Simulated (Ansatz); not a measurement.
# SiPb: stress in a strained cell

Aim: deform SiPb (z strained by -3 % at fixed volume) and compute stress, forces and field gradients with LAPW, PAW and all-electron datasets made for the crystal.

Computed with Ansatz 0.2.0 (DFT PBE, scalar-relativistic, unless a step's input says otherwise).

1 further run of the same task is left out (set aside as unsound or not needed).

**1. The starting structure**

Symmetry: F-43m, No. 216, cubic system. The conventional cell has a = 6.288 Å, b = 6.288 Å, c = 6.288 Å, α = 90.00°, β = 90.00°, γ = 90.00°. Pb (site symmetry -43m) has 4 Si at 2.72 Å as nearest neighbours. Si (site symmetry -43m) is surrounded by 4 Pb at 2.72 Å.

Structure file:

```xyz
2
Lattice="0.0000 3.1442 3.1442 3.1442 0.0000 3.1442 3.1442 3.1442 0.0000" Properties=species:S:1:pos:R:3 pbc="T T T"
Pb    0.0000    0.0000    0.0000
Si    1.5721    1.5721    1.5721
```

Atoms are numbered in the order of the input: Pb1, Si2.

**2. After the deformation**

Space group F-43m before, I-4m2 after.

**3. All-electron LAPW**

input.yaml

```yaml
crystal:
  lattice:
    - [0.0, 3.1924403318, 3.0498634143]
    - [3.1924403318, 0.0, 3.0498634143]
    - [3.1924403318, 3.1924403318, 0.0]
  atoms:
    - { symbol: Pb, position: [0.0, 0.0, 0.0] }
    - { symbol: Si, position: [0.25, 0.25, 0.25] }
kpoints:
  mp_grid: { grid: [9, 9, 9] }
scf:
  occupations: { method: fermi_dirac, width: 0.03 }
hamiltonian:
  xc: pbe
  pseudopotentials: { kind: all_electron, lapw: { basis_error: 0.0005 } }
output:
  forces: true
  stress: true
  eigenvalues: true
```

Started as:

```bash
ansatz run input.yaml --threads 1 --pin off --max-ram 2048MiB --backend cpu --events-out ev --progress --plain --runs-dir out
```

Output, shortened:

```text
LAPW: plane waves up to 7.814 Å⁻¹, error target 5.0e-4 eV per atom; small_component_spin mean_spin; Si in spheres of 1.193 Å, 12 of its electrons in bands, Dirac shells []; Pb in spheres of 1.531 Å, 36 of its electrons in bands, Dirac shells []
[...]
Pseudopotentials: kind: all_electron
Pseudopotential: Pb, LAPW, valence charge 36, Koelling and Harmon's equation, gaussian nucleus
Pseudopotential: Si, LAPW, valence charge 12, Koelling and Harmon's equation, gaussian nucleus
Functional definition: PBE
[...]
Crystal: 2 atoms, lattice volume = 62.166 Å³
Basis set: ecut = 232.63409225397848 eV, 515 PW (Γ), exchange–correlation at level 2
Bands: 29, of which v1, the nominal top of the filled ones, is band 24 counted from 1 (23 counted from 0)
Symmetry: 8 space group operations
Space group: I-4m2 (ITA 119), of the structure as read, at distance tolerance 4.0e-5 Å
k-points: 75 of 729 (time reversal used)
[...]
SCF iter   1: F=—  HF=-575958.053399 eV  |F-HF|=—  |Δ(HF+E_count)|=         —  Δρ=2.09e-2  dr2=4.28e-1  ethr=8.89e-4  ⟨swp⟩=2.1  Hψ=13662  notcnv=0
[...]
the basis was enlarged: its passes take 361.9 KiB over the memory plan, 1 of 1 planned eigensolver slots
[...]
SCF iter   7: F=-575957.954252 eV  HF=-575957.954252 eV  |F-HF|=1.14e-7  |Δ(HF+E_count)|=   4.49e-6  Δρ=7.52e-6  dr2=5.09e-8  ethr=4.53e-9  ⟨swp⟩=3.0  Hψ=6381  notcnv=0
[...]
SCF converged after 7 iterations
Free energy (F): -575957.954252 eV
[...]
E sigma→0 (E₀):  -575957.953751 eV
Entropy (-TS):   -0.001001 eV (-0.501 meV/atom)
Fermi energy:    9.227699 eV
[...]
--- Forces (eV/Å), atoms counted from 1 ---
  atom   1  Pb    -0.00000000     0.00000000     0.00000000
  atom   2  Si    -0.00000000     0.00000000     0.00000000
[...]
--- Stress (GPa, compression-positive) ---
       -0.449426      -0.000000      -0.000000
       -0.000000      -0.449426       0.000000
       -0.000000       0.000000       0.856054
  P = ⅓ Tr σ = -0.0143 GPa (-0.143 kbar)
--- Band table (eV; the first three rows and the last of 75) ---
[...]
```

It took 12 s on 1 thread of AMD EPYC 9R45 (Zen 5), shared host; peak memory 0.46 GiB.

In short: pressure -0.01 GPa; no gap.

**4. PAW with frozen cores**

Changes to input.yaml since step 3:

```diff
@@ -14,3 +14,3 @@
   xc: pbe
-  pseudopotentials: { kind: all_electron, lapw: { basis_error: 0.0005 } }
+  pseudopotentials: { kind: paw }
 output:
@@ -19 +19,6 @@
   eigenvalues: true
+  efg: { contact_densities: true }
+  write_density: true
+  write_potential: true
+  elf: true
+  volumetric_format: npy
```

Started as:

```bash
ansatz run input.yaml --threads 1 --pin off --max-ram 2048MiB --backend cpu --events-out ev --progress --plain --runs-dir out
```

Output:

```text
Pb: output.efg is read without spin–orbit coupling, which moves field gradients at and beside such atoms by some per cent and up to a factor of two; PAW files take it under magnetization.noncollinear and magnetization.spin_orbit
Engine: ansatz 0.2.0
Pseudopotentials: kind: paw
Pseudopotential: Pb, paw, valence charge 14, recommended cutoff 420 eV (normal)
Pseudopotential: Si, paw, valence charge 4, recommended cutoff 420 eV (normal)
[... 1 set-up line as earlier in the session ...]
  parameter kappa = 0.804
  parameter beta = 0.06672455060314922
  exchange = pbe_x(kappa = kappa, mu = beta*pi^2/3)
  correlation = pbe_c(beta = beta)
Crystal: 2 atoms, lattice volume = 62.166 Å³
Basis set: ecut = 420 eV, 1219 PW (Γ), exchange–correlation on 60×60×64 points (8 copies of the dense FFT grid, shifted against one another)
Bands: 13, of which v1, the nominal top of the filled ones, is band 9 counted from 1 (8 counted from 0)
[... 2 set-up lines as earlier in the session ...]
k-points: 75 of 729 (time reversal used)
Non-local potential: Pb, projectors of the file, l = 0: 2, l = 1: 2, l = 2: 2, l = 3: 2
Non-local potential: Si, projectors of the file, l = 0: 2, l = 1: 2, l = 2: 2
PAW form: soft (Blöchl's): semilocal exchange-correlation on the pseudo side does not see the compensation charge
PAW one-centre angular grid: Pb, 590 points (default); XC on 64 Gauss nodes
PAW one-centre angular grid: Si, 110 points (default); XC on 64 Gauss nodes
Initial density: superposition of atomic densities (neutral atoms: chi_scale 0, normalization atom), corrected by the library's trained network
Initial wavefunctions: pseudopotential atomic-orbital guess
Functional: x = pbe(κ = 0.804, μ = 0.2195149727645171), c = pbe(β = 0.06672455060314922)
SCF iter   1: F=—  HF=-12541.312177 eV  |F-HF|=—  |Δ(HF+E_count)|=         —  Δρ=1.38e-3  dr2=1.87e-3  ethr=1.77e-3  ⟨swp⟩=6.8  Hψ=6811  notcnv=0
preconditioner: auto → Kerker (q_TF=auto, 2.219 Å⁻¹)  [metal: Δε(μ)=0.066 eV  Ē_g=15.015 eV  σ=0.030 eV  W_gap=0.47  n_scr=14 (ndim 8)  ℏωp=20.0 eV  f_vac=0.027  D(μ)=0.34/eV (n_scr^D=0)]
SCF iter   2: F=—  HF=-12541.311477 eV  |F-HF|=—  |Δ(HF+E_count)|=   7.00e-4  Δρ=8.32e-4  dr2=9.75e-4  ethr=1.04e-5  ⟨swp⟩=2.3  Hψ=2282  notcnv=0
SCF iter   3: F=—  HF=-12541.311678 eV  |F-HF|=—  |Δ(HF+E_count)|=   2.01e-4  Δρ=4.17e-4  dr2=1.70e-4  ethr=5.42e-6  ⟨swp⟩=2.2  Hψ=1500  notcnv=0
SCF iter   4: F=—  HF=-12541.311764 eV  |F-HF|=—  |Δ(HF+E_count)|=   8.59e-5  Δρ=2.00e-4  dr2=2.93e-5  ethr=9.42e-7  ⟨swp⟩=2.1  Hψ=1181  notcnv=0
SCF iter   5: F=—  HF=-12541.311800 eV  |F-HF|=—  |Δ(HF+E_count)|=   3.67e-5  Δρ=4.77e-5  dr2=1.79e-6  ethr=1.63e-7  ⟨swp⟩=2.2  Hψ=1285  notcnv=0
SCF iter   6: F=—  HF=-12541.311805 eV  |F-HF|=—  |Δ(HF+E_count)|=   4.51e-6  Δρ=1.86e-5  dr2=1.57e-7  ethr=9.95e-9  ⟨swp⟩=2.5  Hψ=1461  notcnv=0
SCF iter   7: F=-12541.311805 eV  HF=-12541.311805 eV  |F-HF|=1.68e-8  |Δ(HF+E_count)|=   1.96e-7  Δρ=5.56e-6  dr2=1.96e-8  ethr=5.56e-10  ⟨swp⟩=10.5  Hψ=7104  notcnv=0
SCF 1 converged in 7 iterations: F = -12541.311805 eV  dr2 = 1.96e-8
SCF converged after 7 iterations
Free energy (F): -12541.311805 eV
Harris-Foulkes:  -12541.311805 eV  (|F-HF|=1.68e-8)
Internal energy: -12541.310803 eV  (E = F + TS)
E sigma→0 (E₀):  -12541.311304 eV
Entropy (-TS):   -0.001002 eV (-0.501 meV/atom)
Fermi energy:    6.531154 eV
--- Per-component energies (eV) ---
  E_band       = -88.424966
  E_kinetic    = 328.770528
  E_local      = -1395.986146  (includes V_loc(G=0)·N_el)
  E_nonlocal   = 376.063638
  E_hartree    = 561.367511
  E_xc         = -273.567981
  E_vxc        = -176.320732  (∫ρ·V_xc dr)
  E_paw        = -10922.043529  (= ΣΔE_a)
  E_vpaw       = -343.688061  (= ΣTr[D̂ρ^β])
  E_aug_tail   = 0.000056  (compensation charges beyond the density's cutoff)
  E_ewald      = -1215.914881
  E_smearing   = -0.001002  (= −TS)
  E_closure    = -0.000000  (closes the sum)
  Σ components = -12541.311805   (vs F -12541.311805, Δ=0.00e0)
--- Forces (eV/Å), atoms counted from 1 ---
  atom   1  Pb     0.00000000     0.00000000     0.00000000
  atom   2  Si    -0.00000000     0.00000000     0.00000000
  max |Σ_I F_I| component: 2.78e-17 eV/Å
--- Stress (GPa, compression-positive) ---
       -0.454282      -0.000000       0.000000
       -0.000000      -0.454282       0.000000
       -0.000000       0.000000       0.852075
  P = ⅓ Tr σ = -0.0188 GPa (-0.188 kbar)
--- PAW observables at the nuclei: V_zz in 10²¹ V/m², potentials from the cell's mean, atoms counted from 1 ---
  atom   1  Pb V_zz =    +2.887427   η = 0.0000   by run symmetry: allowed
            electrostatic potential = -17475.903107 V   contact ρ = 16532087.969149 e/Å³
  atom   2  Si V_zz =    +0.221844   η = 0.0000   by run symmetry: allowed
            electrostatic potential = -1359.491780 V   contact ρ = 12817.028772 e/Å³
--- Band table (eV; the first three rows and the last of 75) ---
  k-point 0: bands = ["-10.2606", "-10.2606", "-10.2533", "-10.1777", "-10.1766", "-4.6215", "5.0852", "6.6556", "6.6556", "6.9341", "8.8567", "9.0321", "9.0321"]
  k-point 1: bands = ["-10.2607", "-10.2576", "-10.2518", "-10.1779", "-10.1761", "-4.5001", "4.1526", "6.4315", "6.6131", "6.9688", "9.1323", "9.3023", "9.4383"]
  k-point 2: bands = ["-10.2632", "-10.2507", "-10.2463", "-10.1778", "-10.1741", "-4.1476", "2.6175", "6.0078", "6.2418", "6.7684", "9.7089", "9.7530", "10.5814"]
  k-point 74: bands = ["-10.2968", "-10.2108", "-10.2093", "-10.1998", "-10.1558", "-1.9320", "-0.6622", "3.7988", "4.1577", "7.3670", "7.9783", "13.5271", "13.7785"]
```

Wall time 3.5 s (1 thread of AMD EPYC 9R45 (Zen 5), shared host); peak memory 0.49 GiB.

Result: pressure -0.02 GPa; no gap; Vzz Pb1 2.89 (η = 0.00), Si2 0.22 (η = 0.00) (10²¹ V/m²).

The fields are shown in the conventional cell of this run's space group, carried over from its grid by interpolation.

Density in a lattice plane of the grid's cell (edges 4.51 and 6.10 Å, at 0.000 of the third edge), which holds Pb and Si.

Values in e/Å³, 12 rows by 8 columns:
```
 4.50  1.79  0.41  0.30  0.29  0.30  0.41  1.79
 0.65  0.42  0.36  0.44  0.27  0.44  0.36  0.42
 0.12  0.14  0.28  0.32  0.04  0.32  0.28  0.14
 0.04  0.06  0.16  0.33  0.27  0.33  0.16  0.06
 0.02  0.03  0.08  0.20  0.29  0.20  0.08  0.03
 0.01  0.02  0.04  0.08  0.10  0.08  0.04  0.02
 0.02  0.02  0.02  0.03  0.04  0.03  0.02  0.02
 0.04  0.03  0.02  0.02  0.02  0.02  0.02  0.03
 0.12  0.08  0.04  0.02  0.01  0.02  0.04  0.08
 0.65  0.37  0.10  0.03  0.02  0.03  0.10  0.37
 4.50  1.81  0.27  0.06  0.04  0.06  0.27  1.81
10.47  3.69  0.44  0.14  0.10  0.14  0.44  3.69
```
Columns run along the first of these edges and rows up along the second, over one cell in 8 and 12 even steps from the bottom left corner. Atoms in the plane (fractional): Pb at (0.00, 0.00), Si at (0.50, 0.75).

ELF in the same plane.

Ten even steps from ' ' (0.00) to '@' (0.87):
```
    ::--==++**##########**++==--::  
::::----==**@@@@%%%%%%@@@@**==----::
========**%%@@@@##**##@@@@%%**======
----==++##@@@@##++==++##@@@@##++==--
----==**%%@@%%++++##++++%%@@%%**==--
..::--==**####++======++####**==--::
  ....--++**####******####**++--....
      ..--++**##%%%%%%##**++--..    
        ::--++**######**++--::      
          ..::--======--::..        
            ....::::::....          
                                    
                                    
........                      ......
----::::..                  ..::::--
----------..              ..--------
==========--..          ..--========
::::======--::....  ....::--======::
    ::======----::::::----======::  
    ..--======++++==++++======--..  
```
Columns run along the first of these edges and rows up along the second, over one cell in 18 and 20 even steps from the bottom left corner. Atoms in the plane (fractional): Pb at (0.00, 0.00), Si at (0.50, 0.75).

Both are smooth fields of the valence electrons: close to the nuclei they are not physical.

Outside the cores ELF peaks at 0.88 on the Si–Pb line, 0.9 Å from Si.

**5. Datasets made for this crystal**

Changes to input.yaml since step 4:

```diff
@@ -14,3 +14,3 @@
   xc: pbe
-  pseudopotentials: { kind: paw }
+  pseudopotentials: { kind: all_electron, datasets: crystal }
 output:
@@ -20,5 +20 @@
   efg: { contact_densities: true }
-  write_density: true
-  write_potential: true
-  elf: true
-  volumetric_format: npy
```

Started as:

```bash
ansatz run input.yaml --threads 1 --pin off --max-ram 2048MiB --backend cpu --events-out ev --progress --plain --runs-dir out
```

Output, shortened:

```text
[...]
Pb: output.efg is read without spin–orbit coupling, which moves field gradients at and beside such atoms by some per cent and up to a factor of two; PAW files take it under magnetization.noncollinear and magnetization.spin_orbit
[...]
[... 1 set-up line as earlier in the session ...]
Pseudopotential: Pb, paw, valence charge 14, recommended cutoff 240 eV (normal), Koelling and Harmon's equation, gaussian nucleus
Pseudopotential: Si, paw, valence charge 4, recommended cutoff 240 eV (normal), Koelling and Harmon's equation, gaussian nucleus
[... 1 set-up line as earlier in the session ...]
[...]
Crystal: 2 atoms, lattice volume = 62.166 Å³
Basis set: ecut = 240 eV, 535 PW (Γ), exchange–correlation on 48×48×48 points (8 copies of the dense FFT grid, shifted against one another)
Bands: 13, of which v1, the nominal top of the filled ones, is band 9 counted from 1 (8 counted from 0)
[... 1 set-up line as earlier in the session ...]
[...]
--- Forces (eV/Å), atoms counted from 1 ---
  atom   1  Pb     0.00000000     0.00000000     0.00000000
  atom   2  Si    -0.00000000    -0.00000000    -0.00000000
[...]
--- Stress (GPa, compression-positive) ---
       -0.449443       0.000000       0.000000
        0.000000      -0.449443       0.000000
       -0.000000       0.000000       0.855814
  P = ⅓ Tr σ = -0.0144 GPa (-0.144 kbar)
--- PAW observables at the nuclei: V_zz in 10²¹ V/m², potentials from the cell's mean, atoms counted from 1 ---
  atom   1  Pb V_zz =    +2.961065   η = 0.0000   by run symmetry: allowed
            electrostatic potential = -17475.863891 V   contact ρ = 16520927.569211 e/Å³
  atom   2  Si V_zz =    +0.220712   η = 0.0000   by run symmetry: allowed
            electrostatic potential = -1359.357324 V   contact ρ = 12826.016699 e/Å³
--- Band table (eV; the first three rows and the last of 75) ---
  k-point 0: bands = ["-7.5636", "-7.5636", "-7.5570", "-7.4801", "-7.4800", "-1.9250", "7.7807", "9.3522", "9.3522", "9.6307", "11.5547"]
[...]
```

Run time: 4 s. Hardware: 1 thread of AMD EPYC 9R45 (Zen 5), shared host; peak memory 0.51 GiB.

Read from it: pressure -0.01 GPa; no gap; Vzz Pb1 2.96 (η = 0.00), Si2 0.22 (η = 0.00) (10²¹ V/m²).

**6. Stress and forces compared**

Stress (GPa, compression positive):

```csv
method,xx,yy,zz,yz,xz,xy
LAPW,-0.45,-0.45,0.86,0.00,0.00,0.00
PAW,-0.45,-0.45,0.85,0.00,0.00,0.00
crystal datasets,-0.45,-0.45,0.86,0.00,0.00,0.00
```

| method | pressure (GPa) | Vzz Pb1 (10²¹ V/m²) | Vzz Si2 (10²¹ V/m²) | SCF cycles, all passes | time |
| --- | --- | --- | --- | --- | --- |
| LAPW | -0.01 | – | – | 7 | 12 s |
| PAW | -0.02 | 2.89 | 0.22 | 7 | 3.5 s |
| crystal datasets | -0.01 | 2.96 | 0.22 | 9 | 4 s |

**7. Results**

```
                                 quantity                                              value
                                 pressure  LAPW -0.01, PAW -0.02, crystal datasets -0.01 GPa
largest shear or deviatoric stress (LAPW)                                           0.87 GPa
```

**Reading.** The largest part of the stress beyond the pressure is 0.87 GPa in size, in the zz component; the atoms are carried along and not relaxed. No run of the undeformed cell stands beside it, so the pressure holds what the given cell had before the change. PAW: stress within 0.01 GPa of LAPW. Crystal datasets: stress within 0.01 GPa of LAPW. Spin-orbit coupling is left out, though the cell holds Pb; in elements this heavy it can shift bands and gaps by tenths of an eV.
